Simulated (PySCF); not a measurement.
# C6H18N2SSi2: NMR shifts at several levels of theory, part 2 of 2

PySCF 2.14.0. Atoms count from 0.

### Step 6. Nuclear shieldings: KT2/pcSseg-1

The job: settings as JSON, then the geometry in Å.

```
{"job": {"kind": "nmr", "xc": "KT2", "basis": "pcSseg-1", "pop": false}, "charge": 0, "multiplicity": 1}
C     -4.022890    -1.479546    -0.382239
Si    -2.801762    -0.141357    -0.839875
C     -3.381018     1.535838    -0.221358
C     -2.531263    -0.086843    -2.699184
N     -1.284011    -0.564508    -0.044915
S      0.021463     0.223478    -0.129669
N      1.168878    -0.421551     0.643830
Si     2.807884     0.211774     0.800980
C      3.745191    -1.009750     1.860228
C      2.740032     1.898689     1.626787
C      3.584883     0.351617    -0.904602
H     -5.008322    -1.297344    -0.839571
H     -3.661076    -2.462733    -0.720507
H     -4.151741    -1.527337     0.709999
H     -3.475689     1.537075     0.875806
H     -2.668481     2.327960    -0.501972
H     -4.362888     1.798357    -0.646806
H     -2.125084    -1.043097    -3.064343
H     -1.820842     0.710250    -2.971298
H     -3.475814     0.106297    -3.232641
H      3.755830    -2.003202     1.385989
H      3.264910    -1.113732     2.845356
H      4.787572    -0.689092     2.015322
H      2.223186     1.837720     2.597343
H      3.752786     2.293844     1.806110
H      2.199855     2.625319     0.998983
H      3.043647     1.081836    -1.527316
H      3.564286    -0.619283    -1.423839
H      4.635088     0.678033    -0.836838
```

Level: GIAO KT2/pcSseg-1 NMR shielding, non-relativistic, gas phase.

What it wrote:

```text
coarse grid: 24672 points
cycle   1  E = -1339.9090494339  dE =  8.731e-01  |g| = 1.066e+00  |ddm| = 5.021e+00
cycle   2  E = -1339.3052024411  dE =  6.038e-01  |g| = 1.853e+00  |ddm| = 2.866e+00
cycle   3  E = -1340.1814754563  dE = -8.763e-01  |g| = 3.408e-01  |ddm| = 2.160e+00
cycle   4  E = -1340.2085933656  dE = -2.712e-02  |g| = 9.041e-02  |ddm| = 4.016e-01
cycle   5  E = -1340.2102630408  dE = -1.670e-03  |g| = 2.937e-02  |ddm| = 1.094e-01
cycle   6  E = -1340.2104863762  dE = -2.233e-04  |g| = 1.011e-02  |ddm| = 4.842e-02
cycle   7  E = -1340.2104696549  dE =  1.672e-05  |g| = 1.285e-02  |ddm| = 1.982e-02
cycle   8  E = -1340.2105119113  dE = -4.226e-05  |g| = 7.947e-04  |ddm| = 1.222e-02
cycle   9  E = -1340.2105120695  dE = -1.582e-07  |g| = 1.454e-04  |ddm| = 1.110e-03
final grid: 221528 points
cycle  10  E = -1340.2606582745  dE = -2.530e-04  |g| = 3.272e-02  |ddm| = 5.202e-02
cycle  11  E = -1340.2601016171  dE =  5.567e-04  |g| = 5.740e-02  |ddm| = 7.193e-02
cycle  12  E = -1340.2608254787  dE = -7.239e-04  |g| = 1.256e-02  |ddm| = 5.846e-02
cycle  13  E = -1340.2608620222  dE = -3.654e-05  |g| = 2.311e-03  |ddm| = 1.302e-02
cycle  14  E = -1340.2608631753  dE = -1.153e-06  |g| = 9.191e-04  |ddm| = 2.386e-03
cycle  15  E = -1340.2608633198  dE = -1.445e-07  |g| = 5.383e-04  |ddm| = 1.261e-03
cycle  16  E = -1340.2608633922  dE = -7.234e-08  |g| = 7.863e-05  |ddm| = 5.613e-04
cycle  17  E = -1340.2608633938  dE = -1.639e-09  |g| = 1.183e-05  |ddm| = 1.060e-04
cycle  18  E = -1340.2608633939  dE = -3.820e-11  |g| = 2.811e-06  |ddm| = 2.147e-05
converged SCF energy = -1340.2608633939

GIAO shielding tensors (ppm)
atom      isotropic    diamagn.    paramagn.     s11        s22        s33       span
  0 C      181.784     255.860     -74.076    172.970    184.135    188.247     15.277
  1 Si     356.669     887.663    -530.994    340.008    359.306    370.693     30.685
  2 C      180.389     257.022     -76.633    170.101    183.223    187.844     17.743
  3 C      180.149     257.089     -76.940    169.503    183.153    187.792     18.290
  4 N     -149.343     339.296    -488.639   -592.345    -27.912    172.228    764.573
  5 S     -182.071    1065.699   -1247.770   -634.913    -98.050    186.751    821.664
  6 N     -148.909     339.317    -488.226   -591.308    -28.220    172.801    764.108
  7 Si     356.809     887.678    -530.869    340.112    359.511    370.805     30.693
  8 C      181.744     255.885     -74.141    172.919    184.055    188.258     15.339
  9 C      180.187     257.051     -76.864    169.475    183.255    187.832     18.357
 10 C      180.410     257.045     -76.635    170.106    183.265    187.860     17.754
 11 H       31.287      26.952       4.335     27.300     28.844     37.718     10.418
 12 H       30.704      32.028      -1.324     26.830     28.215     37.068     10.238
 13 H       30.696      31.974      -1.277     26.842     28.200     37.048     10.206
 14 H       30.764      33.158      -2.393     27.573     28.000     36.719      9.146
 15 H       31.060      35.029      -3.969     27.308     29.005     36.866      9.559
 16 H       31.071      28.078       2.993     27.110     28.474     37.629     10.520
 17 H       30.769      33.256      -2.487     27.593     28.018     36.695      9.102
 18 H       31.077      35.074      -3.997     27.348     29.025     36.858      9.510
 19 H       31.072      28.129       2.944     27.104     28.470     37.643     10.539
 20 H       30.701      32.004      -1.303     26.848     28.213     37.042     10.194
 21 H       30.705      32.026      -1.321     26.836     28.207     37.072     10.236
 22 H       31.287      26.966       4.321     27.305     28.847     37.710     10.405
 23 H       30.761      33.223      -2.462     27.584     28.023     36.678      9.094
 24 H       31.073      28.101       2.973     27.101     28.473     37.647     10.546
 25 H       31.080      35.038      -3.958     27.344     29.016     36.878      9.534
 26 H       31.058      35.028      -3.970     27.308     28.993     36.872      9.564
 27 H       30.767      33.213      -2.447     27.583     28.013     36.704      9.121
 28 H       31.071      28.089       2.982     27.104     28.475     37.634     10.530
```

Run time: 75 s. Hardware: 8 threads of Intel Xeon at 2.70GHz, shared host.

In short: δ C0 2.4, Si1 4.3, N4 413.4, S5 701, H11 0.23 ppm (means over like atoms).

### Step 7. Shielding tensors: HF/pcSseg-1

Settings changed since step 6:

```diff
@@ -1,2 +1,2 @@
-{"job": {"kind": "nmr", "xc": "KT2", "basis": "pcSseg-1", "pop": false}, "charge": 0, "multiplicity": 1}
+{"job": {"kind": "nmr", "xc": "HF", "basis": "pcSseg-1", "pop": false}, "charge": 0, "multiplicity": 1}
 C     -4.022890    -1.479546    -0.382239
```

With the program's defaults for keys left out, this is: GIAO HF/pcSseg-1 NMR shielding, non-relativistic, gas phase.

What it wrote:

```text
final grid: 221528 points
cycle   1  E = -1321.7630550207  dE =  1.656e+00  |g| = 5.980e-01  |ddm| = 4.748e+00
cycle   2  E = -1321.8713980956  dE = -1.083e-01  |g| = 2.324e-01  |ddm| = 7.685e-01
cycle   3  E = -1321.8847149011  dE = -1.332e-02  |g| = 1.170e-01  |ddm| = 3.155e-01
cycle   4  E = -1321.8881279438  dE = -3.413e-03  |g| = 1.641e-02  |ddm| = 1.238e-01
cycle   5  E = -1321.8882207710  dE = -9.283e-05  |g| = 4.193e-03  |ddm| = 2.524e-02
cycle   6  E = -1321.8882294724  dE = -8.701e-06  |g| = 1.195e-03  |ddm| = 8.841e-03
cycle   7  E = -1321.8882302384  dE = -7.661e-07  |g| = 3.648e-04  |ddm| = 2.896e-03
cycle   8  E = -1321.8882303357  dE = -9.729e-08  |g| = 1.203e-04  |ddm| = 1.230e-03
cycle   9  E = -1321.8882303452  dE = -9.453e-09  |g| = 6.936e-05  |ddm| = 3.966e-04
cycle  10  E = -1321.8882303468  dE = -1.653e-09  |g| = 2.133e-05  |ddm| = 1.182e-04
cycle  11  E = -1321.8882303471  dE = -2.324e-10  |g| = 5.550e-06  |ddm| = 4.707e-05
converged SCF energy = -1321.8882303471

GIAO shielding tensors (ppm)
atom      isotropic    diamagn.    paramagn.     s11        s22        s33       span
  0 C      189.323     255.257     -65.934    182.863    191.767    193.337     10.473
  1 Si     389.907     879.715    -489.808    378.526    383.201    407.994     29.468
  2 C      188.560     257.046     -68.486    182.293    190.215    193.174     10.881
  3 C      188.387     257.110     -68.723    181.896    190.126    193.139     11.243
  4 N     -221.169     340.136    -561.304   -839.489    -30.496    206.479   1045.968
  5 S     -488.841    1061.690   -1550.531  -1365.757   -335.544    234.777   1600.534
  6 N     -220.832     340.178    -561.011   -838.519    -31.044    207.066   1045.586
  7 Si     390.064     879.724    -489.660    378.659    383.429    408.106     29.448
  8 C      189.286     255.282     -65.996    182.810    191.703    193.344     10.534
  9 C      188.409     257.068     -68.659    181.865    190.209    193.153     11.288
 10 C      188.580     257.064     -68.485    182.313    190.253    193.174     10.861
 11 H       31.708      27.017       4.691     27.402     29.074     38.650     11.248
 12 H       31.050      32.305      -1.256     26.669     28.319     38.161     11.492
 13 H       31.042      32.250      -1.208     26.681     28.307     38.137     11.456
 14 H       31.391      33.539      -2.148     27.738     28.212     38.224     10.485
 15 H       31.700      35.430      -3.729     27.675     29.311     38.115     10.441
 16 H       31.565      28.291       3.274     27.287     28.763     38.645     11.359
 17 H       31.406      33.636      -2.230     27.770     28.233     38.215     10.445
 18 H       31.724      35.476      -3.752     27.728     29.336     38.108     10.380
 19 H       31.570      28.340       3.230     27.281     28.763     38.664     11.383
 20 H       31.048      32.281      -1.233     26.689     28.322     38.133     11.444
 21 H       31.049      32.305      -1.256     26.673     28.311     38.163     11.489
 22 H       31.709      27.032       4.676     27.407     29.077     38.642     11.235
 23 H       31.397      33.605      -2.208     27.759     28.238     38.195     10.436
 24 H       31.572      28.313       3.260     27.280     28.767     38.669     11.388
 25 H       31.725      35.438      -3.713     27.720     29.330     38.126     10.405
 26 H       31.698      35.430      -3.732     27.676     29.298     38.120     10.444
 27 H       31.395      33.595      -2.200     27.750     28.224     38.211     10.461
 28 H       31.565      28.301       3.264     27.282     28.763     38.650     11.369
```

It took 58 s on 8 threads of Intel Xeon at 2.70GHz, shared host.

In short: δ C0 2.1, Si1 3.4, N4 486.7, S5 1002, H11 0.22 ppm (means over like atoms).

### Step 8. Comparing the runs: NMR shifts

Shifts (ppm), means over like atoms, with basis size and wall time:

```
             run   C0   H11  Si1     N4    S5  functions     time
   PBE0/pcSseg-1  2.2  0.24  4.6  453.8   813        298    100 s
    PBE/pcSseg-1  2.2  0.24  3.5  435.7   744        298     67 s
wB97X-D/pcSseg-1  2.1  0.23  5.1  453.2   839        298  2.1 min
    KT2/pcSseg-1  2.4  0.23  4.3  413.4   701        298     75 s
     HF/pcSseg-1  2.1  0.22  3.4  486.7  1002        298     58 s
```

### Step 9. What came out

This closing draws on all 2 parts.

```
                                                                quantity                 value
                                                             point group                    Cs
                                    rotational constants (main isotopes)  1.56, 0.28, 0.28 GHz
 ¹³C shifts against TMS (PBE0/pcSseg-1, means over atoms taken as alike)               2.2 ppm
  ¹H shifts against TMS (PBE0/pcSseg-1, means over atoms taken as alike)              0.24 ppm
²⁹Si shifts against TMS (PBE0/pcSseg-1, means over atoms taken as alike)               4.6 ppm
 ¹⁵N shifts against NH3 (PBE0/pcSseg-1, means over atoms taken as alike)             453.8 ppm
                                  ³³S shifts against CS2 (PBE0/pcSseg-1)               813 ppm
                                                range of the shift of S5       701 to 1002 ppm
```

In words: Single values in the summary come from the first sound run of each kind (PBE0/pcSseg-1), which need not be the best level. The optimisation took 7 steps and gained 1.257 eV; among the close pairs (by a distance rule), S5–N6 changed most, from 1.714 to 1.527 Å. No frequency check was run at this level, so the end point may be a saddle. At PBE0/pcSseg-1: The largest span, 1095 ppm, is at S5, where the paramagnetic term is -1381 ppm. In ppm, S5 moves most: its shift spreads over 302 ppm, from 701 (KT2/pcSseg-1) to 1002 (HF/pcSseg-1).
